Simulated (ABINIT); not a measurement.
# RhN (Pm-3m) in ABINIT: further runs

Aim: see how the results for RhN move with the level of theory and the settings. Levels: r2SCAN+U, LDA+U. Tasks: single point.

All numbers are computed with ABINIT 10.8.3 (patched build); they aren't measurements. Logs are shortened: lines on timing, memory, paths and dates and some standing lists are left out, and cuts for length are marked. The log counts tension as positive stress, the text compression.

### 1 Starting point

The structure is cubic, space group Pm-3m (No. 221). The conventional cell has a = 2.666 Å, b = 2.666 Å, c = 2.666 Å, α = 90.00°, β = 90.00°, γ = 90.00°. Rh (site symmetry m-3m) is surrounded by 8 N at 2.31 Å. N (site symmetry m-3m) has 8 Rh at 2.31 Å as nearest neighbours.

The cell comes from a database or a generator and needn't be the stable form of this composition.

### 2 Single point, r2SCAN+U, collinear spin, ferromagnetic start

run.abi

```
# Pseudopotentials
pp_dirpath "./"
pseudos "Rh.GGA_PBE-JTH.xml, N.GGA_PBE-JTH.xml"

# Structure
acell 5.038759616 5.038759616 5.038759616
rprim
     1.0000000000     0.0000000000     0.0000000000
     0.0000000000     1.0000000000     0.0000000000
     0.0000000000     0.0000000000     1.0000000000
ntypat 2
znucl 45 7
natom 2
typat 1 2
xred
     0.0000000000     0.0000000000     0.0000000000
     0.5000000000     0.5000000000     0.5000000000

# Plane-wave basis
ecut 26.0
pawecutdg 48.0

# k points
kptopt 1
ngkpt 7 7 7
nshiftk 1
shiftk 0.0 0.0 0.0

# Exchange and correlation
ixc -497498
usekden 1
pawxcdev 0

# Bands and occupations
nband 15
occopt 7
tsmear 0.00183747

# Spin
nsppol 2
spinat
     0.0000000000     0.0000000000     4.0000000000
     0.0000000000     0.0000000000     0.0000000000

# DFT+U
usepawu 1
lpawu 2 -1
upawu 6.0 0.0 eV
jpawu 0.0 0.0 eV

# SCF cycle
nstep 100
tolvrs 1.0e-7

# Output
iomode 3
prtwf 0
prtden 0
prteig 0
prtebands 0
```

Potentials or basis: JTH PAW PBE v2.0.

Run with:

```sh
$ abinit run.abi > log 2>&1
```

run.abo:

```text
.Version 10.8.3 of ABINIT
 Symmetries : space group Pm -3 m (#221); Bravais cP (primitive cubic)
================================================================================
 Values of the parameters that define the memory need of the present run
     intxc =       0    ionmov =       0      iscf =      17    lmnmax =      18
     lnmax =       6     mgfft =      24  mpssoang =       3    mqgrid =    3001
     natom =       2  nloc_mem =       2    nspden =       2   nspinor =       1
    nsppol =       2      nsym =      48    n1xccc =       1    ntypat =       2
    occopt =       7   xclevel =       2
       mpw =         819          nfft =       13824          nkpt =          20
 PAW method is used; the additional fine FFT grid is defined by:
   mgfftf=        32    nfftf =     32768
================================================================================
================================================================================

--------------------------------------------------------------------------------
------------- Echo of variables that govern the present computation ------------
--------------------------------------------------------------------------------
 -outvars: echo values of preprocessed input variables --------
            acell      5.0387596160E+00  5.0387596160E+00  5.0387596160E+00 Bohr
              amu      1.02905500E+02  1.40067400E+01
             ecut      2.60000000E+01 Hartree
              ixc     -497498
         kptrlatt        7    0    0      0    7    0      0    0    7
          kptrlen      3.52713173E+01
            lpawu           2      -1
            natom           2
            nband          15
            ngfft          24      24      24
          ngfftdg          32      32      32
             nkpt          20
           nspden           2
           nsppol           2
            nstep         100
             nsym          48
           ntypat           2
           occopt           7
        pawecutdg      4.80000000E+01 Hartree
         pawxcdev           0
           prtden           0
        prtebands           0
           prteig           0
          prtkden           1
            prtwf           0
          spgroup         221
           spinat      0.0000000000E+00  0.0000000000E+00  4.0000000000E+00
                       0.0000000000E+00  0.0000000000E+00  0.0000000000E+00
           tolvrs      1.00000000E-07
           tsmear      1.83747000E-03 Hartree
            typat      1  2
            upawu      2.20495933E-01  0.00000000E+00 Hartree
          usekden           1
          usepawu           1
           useylm           1
           xangst      0.0000000000E+00  0.0000000000E+00  0.0000000000E+00
                       1.3331983791E+00  1.3331983791E+00  1.3331983791E+00
            xcart      0.0000000000E+00  0.0000000000E+00  0.0000000000E+00
                       2.5193798080E+00  2.5193798080E+00  2.5193798080E+00
             xred      0.0000000000E+00  0.0000000000E+00  0.0000000000E+00
                       5.0000000000E-01  5.0000000000E-01  5.0000000000E-01
            znucl       45.00000    7.00000

================================================================================

 chkinp: Checking input parameters for consistency.

================================================================================
== DATASET  1 ==================================================================

--- !DatasetInfo
iteration_state: {dtset: 1, }
dimensions: {natom: 2, nkpt: 20, mband: 15, nsppol: 2, nspinor: 1, nspden: 2, mpw: 819, }
cutoff_energies: {ecut:  26.0, pawecutdg:  48.0, }
electrons: {nelect:   2.20000000E+01, charge:   0.00000000E+00, occopt:   7.00000000E+00, tsmear:   1.83747000E-03, }
meta: {optdriver: 0, ionmov: 0, optcell: 0, iscf: 17, paral_kgb: 0, }
...

 Real(R)+Recip(G) space primitive vectors, cartesian coordinates (Bohr,Bohr^-1):
 R(1)=  5.0387596  0.0000000  0.0000000  G(1)=  0.1984615  0.0000000  0.0000000
 R(2)=  0.0000000  5.0387596  0.0000000  G(2)=  0.0000000  0.1984615  0.0000000
 R(3)=  0.0000000  0.0000000  5.0387596  G(3)=  0.0000000  0.0000000  0.1984615
 Unit cell volume ucvol=  1.2792956E+02 bohr^3
 Angles (23,13,12)=  9.00000000E+01  9.00000000E+01  9.00000000E+01 degrees

 Coarse grid specifications (used for wave-functions):

 getcut: wavevector=  0.0000  0.0000  0.0000  ngfft=  24  24  24
         ecut(hartree)=     26.000   => boxcut(ratio)=   2.07508

 Fine grid specifications (used for densities):

 getcut: wavevector=  0.0000  0.0000  0.0000  ngfft=  32  32  32
         ecut(hartree)=     48.000   => boxcut(ratio)=   2.03629
[... 137 lines left out ...]
    Atom    Radius    up_density   dn_density  Total(up+dn)  Diff(up-dn)
    1 Rh   2.21251     8.472524     6.371102     14.843627     2.101422
    2  N   1.20497     1.210500     1.291617      2.502117    -0.081117
 ------------------------------------------------------------------------------------------------------------
  Sum:                 9.683024     7.662720     17.345744     2.020305
 Total magnetization (from the atomic spheres):                2.020305
 Total magnetization (exact up - dn):                          2.000004

 ---------- DFT+U DATA ---------------------------------------------------

 ====== For Atom     1, occupations for correlated orbitals. lpawu =   2

 Atom   1. Occ. for lpawu and for spin  1 =   4.30142
 Atom   1. Occ. for lpawu and for spin  2 =   2.17457
 => On atom   1,  local Mag. for lpawu is       -2.126857

 == Occupation matrix for correlated orbitals:

 Occupation matrix for spin  1
     0.84583    0.00000    0.00000    0.00000    0.00000
     0.00000    0.84583    0.00000    0.00000    0.00000
     0.00000    0.00000    0.88197    0.00000    0.00000
     0.00000    0.00000    0.00000    0.84583    0.00000
     0.00000    0.00000    0.00000    0.00000    0.88197

 Occupation matrix for spin  2
     0.15325    0.00000    0.00000    0.00000    0.00000
     0.00000    0.15325    0.00000    0.00000    0.00000
     0.00000    0.00000    0.85740    0.00000    0.00000
     0.00000    0.00000    0.00000    0.15325    0.00000
     0.00000    0.00000    0.00000    0.00000    0.85740

================================================================================

 ----iterations are completed or convergence reached----

 Mean square residual over all n,k,spin=   15.279E-09; max=  43.101E-07
 reduced coordinates (array xred) for    2 atoms
       0.000000000000      0.000000000000      0.000000000000
       0.500000000000      0.500000000000      0.500000000000
 rms dE/dt=  0.0000E+00; max dE/dt=  0.0000E+00; dE/dt below (all hartree)
    1       0.000000000000      0.000000000000      0.000000000000
    2       0.000000000000      0.000000000000      0.000000000000

 cartesian coordinates (angstrom) at end:
    1      0.00000000000000     0.00000000000000     0.00000000000000
    2      1.33319837909832     1.33319837909832     1.33319837909832

 cartesian forces (hartree/bohr) at end:
    1     -0.00000000000000    -0.00000000000000    -0.00000000000000
    2     -0.00000000000000    -0.00000000000000    -0.00000000000000
 frms,max,avg= 0.0000000E+00 0.0000000E+00   0.000E+00  0.000E+00  0.000E+00 h/b

 cartesian forces (eV/Angstrom) at end:
    1     -0.00000000000000    -0.00000000000000    -0.00000000000000
    2     -0.00000000000000    -0.00000000000000    -0.00000000000000
 frms,max,avg= 0.0000000E+00 0.0000000E+00   0.000E+00  0.000E+00  0.000E+00 e/A
 length scales=  5.038759616000  5.038759616000  5.038759616000 bohr
              =  2.666396758197  2.666396758197  2.666396758197 angstroms
 Fermi (or HOMO) energy (hartree) =   0.58978   Average Vxc (hartree)=  -0.52915
 Magnetization (Bohr magneton)=  2.00000000E+00
 Total spin up =  1.20000000E+01   Total spin down =  1.00000000E+01
 Eigenvalues (hartree) for nkpt=  20  k points, SPIN UP:
 kpt#   1, nband= 15, wtk=  0.00292, kpt=  0.0000  0.0000  0.0000 (reduced coord)
  -2.47194   -1.25814   -1.25814   -1.25814   -0.08121    0.27091    0.27091    0.40207
   0.40207    0.40207    0.53159    0.53159    0.53159    0.74328    1.21713
      occupation numbers for kpt#   1
   1.00000    1.00000    1.00000    1.00000    1.00000    1.00000    1.00000    1.00000
   1.00000    1.00000    1.00000    1.00000    1.00000    0.00000    0.00000
 prteigrs : prtvol=0 or 1, do not print more k-points.

 Eigenvalues (hartree) for nkpt=  20  k points, SPIN DOWN:
 kpt#   1, nband= 15, wtk=  0.00292, kpt=  0.0000  0.0000  0.0000 (reduced coord)
  -2.38475   -1.16547   -1.16547   -1.16547   -0.09001    0.30609    0.30609    0.52100
   0.52100    0.52100    0.66939    0.66939    0.66939    0.76466    1.22247
      occupation numbers for kpt#   1
   1.00000    1.00000    1.00000    1.00000    1.00000    1.00000    1.00000    1.00000
   1.00000    1.00000    0.00000    0.00000    0.00000    0.00000    0.00000
 prteigrs : prtvol=0 or 1, do not print more k-points.

--- !EnergyTerms
iteration_state     : {dtset: 1, }
comment             : Components of total free energy in Hartree
kinetic             :  2.10191167128664E+01
hartree             :  2.05252260590591E+01
xc                  : -7.60427771967012E+00
Ewald energy        : -1.01933868823568E+02
psp_core            :  4.31851085830735E+00
local_psp           : -7.94565197295796E+01
PAW spherical_terms :  3.80412738048048E+01
internal            : -1.05090538837780E+02
'-kT*entropy'       : -1.85739781356655E-05
total_energy        : -1.05090557411759E+02
total_energy_eV     : -2.85965974853680E+03
...

--- !EnergyTermsDC
iteration_state     : {dtset: 1, }
comment             : '"Double-counting" decomposition of free energy'
band_energy         : -7.45647231462321E+00
Ewald energy        : -1.01933868823568E+02
psp_core            :  4.31851085830735E+00
xc_dc               : -1.80158991895769E+01
PAW spherical_terms :  1.79971791710071E+01
internal            : -1.05090550298454E+02
'-kT*entropy'       : -1.85739781356655E-05
total_energy_dc     : -1.05090568872432E+02
total_energy_dc_eV  : -2.85966006039762E+03
...

--- !EnergyTermsWithPAWCore
iteration_state     : {dtset: 1, }
comment             : 'Components of total free energy, including PAW core contributions'
Total energy        : -4.83932780139740E+03
Total energy DC     : -4.83932781285807E+03
Total energy (eV)   : -1.31684817974739E+05
Total energy DC (eV): -1.31684818286599E+05
...

 Cartesian components of stress tensor (hartree/bohr^3)
  sigma(1 1)= -1.52991313E-03  sigma(3 2)=  0.00000000E+00
  sigma(2 2)= -1.52991313E-03  sigma(3 1)=  0.00000000E+00
  sigma(3 3)= -1.52991313E-03  sigma(2 1)=  0.00000000E+00

-Cartesian components of stress tensor (GPa)         [Pressure=  4.5012E+01 GPa]
- sigma(1 1)= -4.50115983E+01  sigma(3 2)=  0.00000000E+00
- sigma(2 2)= -4.50115983E+01  sigma(3 1)=  0.00000000E+00
- sigma(3 3)= -4.50115983E+01  sigma(2 1)=  0.00000000E+00

== END DATASET(S) ==============================================================
================================================================================

 -outvars: echo values of variables after computation  --------
            acell      5.0387596160E+00  5.0387596160E+00  5.0387596160E+00 Bohr
           etotal     -1.0509056887E+02
            fcart     -0.0000000000E+00 -0.0000000000E+00 -0.0000000000E+00
                      -0.0000000000E+00 -0.0000000000E+00 -0.0000000000E+00
           strten     -1.5299131304E-03 -1.5299131304E-03 -1.5299131304E-03
                       0.0000000000E+00  0.0000000000E+00  0.0000000000E+00
           xangst      0.0000000000E+00  0.0000000000E+00  0.0000000000E+00
                       1.3331983791E+00  1.3331983791E+00  1.3331983791E+00
             xred      0.0000000000E+00  0.0000000000E+00  0.0000000000E+00
                       5.0000000000E-01  5.0000000000E-01  5.0000000000E-01
 Calculation completed.
```

Run time: 3.1 min. Hardware: 1 thread of Arm Neoverse V2, shared host; peak memory 0.14 GiB.

What came out:

| Property | Result |
| --- | --- |
| Free energy | -2859.6601 eV |
| Pressure | 45.0 GPa |
| Band gap on the k mesh | none (metal or under the smearing width) |
| Net moment | 2.00 μB per cell |
| Site moments | Rh +2.10; N -0.08 μB |
| Valence electrons inside the program's atomic spheres | Rh 14.84; N 2.50 |

Eigenvalues of the final occupation matrices:
```
  site  spin  trace               eigenvalues
atom 1     1   4.30  0.85 0.85 0.85 0.88 0.88
atom 1     2   2.17  0.15 0.15 0.15 0.86 0.86
```

Caveat: a pressure of tens of GPa on the cell as given is suspect, and the run, the potentials or the cell itself is likely at fault; totals of a meta-GGA on PAW files have another zero than those of a GGA; the PAW data sets were made with another functional, which shifts forces and pressure a little. The state reached can hang on the start; a lower one may exist.

[end of part 1 of 2]
